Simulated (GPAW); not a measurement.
TaVN2: single point with PBEsol

Crystal: TaVN2.

```xyz
4
Lattice="3.0499 0.0000 0.0000 0.0000 3.0499 0.0000 0.0000 0.0000 4.2961" Properties=species:S:1:pos:R:3 pbc="T T T"
Ta    0.0000    0.0000    0.0000
V     1.5249    1.5249    2.1480
N     1.5249    1.5249    0.0000
N     0.0000    0.0000    2.1480
```

The cell comes from a database or a generator and needn't be the stable form of this composition.

```json
{
 "Program": "GPAW 26.7.0",
 "Task": "single point",
 "Functional": "PBEsol",
 "Potentials or basis": "PAW data sets generated in the run's folder for this functional",
 "Cutoff": "800 eV",
 "Basis": "pw",
 "k mesh": "9 × 9 × 6",
 "Occupations": "gaussian, width 0.05 eV",
 "Spin": "collinear spin, ferromagnetic start",
 "Starting moments": "[0.0, 2.0, 0.0, 0.0] μB"
}
```

```json
{
 "Pressure": "-10.5 GPa",
 "Band gap on the k mesh": "none (metal or under the smearing width)",
 "Net moment": "0.91 μB per cell",
 "Site moments": "Ta -0.05; V +0.84; N +0.01 μB"
}
```

Stress tensor (GPa, compression positive):
```
-10.27   0.00   0.00
  0.00 -10.27   0.00
  0.00   0.00 -10.82
```

Levels at points of the mesh, in eV from the Fermi level:
Spin up:
```
           k point  band 16  band 17  band 18  band 19  band 20  band 21
(0.00, 0.00, 0.00)    -2.87    -2.87    -1.80    -1.80    -1.72    -0.49
(0.00, 0.00, 0.50)    -4.12    -4.01    -2.77    -0.27     0.22     0.22
```
Spin down:
| k point | band 15 | band 16 | band 17 | band 18 | band 19 | band 20 | band 21 | band 22 |
| --- | --- | --- | --- | --- | --- | --- | --- | --- |
| (0.00, 0.00, 0.00) | -2.85 | -2.85 | -2.81 | -1.26 | -1.26 | -1.23 | -0.01 | 0.09 |
| (0.00, 0.00, 0.50) | -4.11 | -4.11 | -4.02 | -2.19 | 0.30 | 1.16 | 1.16 | 1.32 |

It took 4.2 min on 1 thread of Intel(R) Xeon(R) Platinum 8259CL CPU @ 2.50GHz (Skylake/Cascade Lake), with other jobs on the host, peak memory 0.33 GiB.

With open d or f shells a metallic result of PBEsol can be an artefact of self-interaction; +U or a hybrid may open a gap. The run has no spin-orbit coupling, so splittings on Ta are missing.
